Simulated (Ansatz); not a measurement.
**interstitial Cu in Si: a dynamics run in two tries**

The task is a short trajectory. The host cell (diamond) has 16 atoms, cell charge +1; the extra atom is the last.

Program: Ansatz 0.2.0. Level of theory: DFT LDA, plane waves, PAW, scalar-relativistic, no spin polarisation. These are calculated values, not measurements.

### 1 The system as given

The cell holds 17 atoms (CuSi16): a = 7.679 Å, b = 7.679 Å, c = 7.679 Å, α = 60.00°, β = 60.00°, γ = 60.00°.

The coordinates stand in the first input below.

### 2 First attempt

Input file input.yaml:

```yaml
crystal:
  lattice:
    - [0.0, 5.43, 5.43]
    - [5.43, 0.0, 5.43]
    - [5.43, 5.43, 0.0]
  atoms:
    - { symbol: Si, position: [-0.03474396, 0.02703083, 0.01200163] }
    - { symbol: Si, position: [0.15360253, 0.12862756, 0.1042561] }
    - { symbol: Si, position: [-0.00084151, 0.00962437, 0.49277859] }
    - { symbol: Si, position: [0.09528459, 0.17462908, 0.63054114] }
    - { symbol: Si, position: [0.01021975, 0.51560247, 0.00077134] }
    - { symbol: Si, position: [0.15192643, 0.66572656, 0.06723929] }
    - { symbol: Si, position: [0.01436625, 0.54239829, 0.44787348] }
    - { symbol: Si, position: [0.12931041, 0.63724692, 0.60534343] }
    - { symbol: Si, position: [0.51066539, -0.04554982, 0.00121369] }
    - { symbol: Si, position: [0.59150533, 0.09105923, 0.16843269] }
    - { symbol: Si, position: [0.46550621, -0.0410718, 0.54273261] }
    - { symbol: Si, position: [0.62022641, 0.11491758, 0.63543967] }
    - { symbol: Si, position: [0.53502376, 0.47771354, -0.01136974] }
    - { symbol: Si, position: [0.64304829, 0.58843087, 0.14015703] }
    - { symbol: Si, position: [0.5019795, 0.4658712, 0.51772515] }
    - { symbol: Si, position: [0.65097258, 0.58157548, 0.62323242] }
    - { symbol: Cu, position: [0.21588079, 0.31554602, 0.24700427] }
total_charge: 1
basis:
  ecutwfc: 420.0
kpoints:
  mp_grid: { grid: [2, 2, 2] }
hamiltonian:
  xc: lda
  pseudopotentials: { kind: paw, azcp: { folder: soft_1 } }
scf:
  occupations: { method: fermi_dirac, width: 0.02 }
  lower_state_search: "off"
  max_iter: 79
md:
  timestep: 2
  n_steps: 25
  ensemble: nvt_langevin
  temperature: 840.0
  initial_velocities: maxwell_boltzmann
  seed: 330866
  pressure: 1.0
```

Launch:

```
> ansatz run input.yaml --threads 1 --pin off --max-ram 3072MiB --backend cpu --events-out ev --progress --plain --runs-dir out
```

Before running it: what results should come out? Wanted: first try.

As calculated:

```
 quantity                                                                          value
first try                                                                        refused
    cause  a pressure is typed for an ensemble at fixed volume, where nothing acts on it
```

The fault in the first input was caught at the input check and cost nothing.
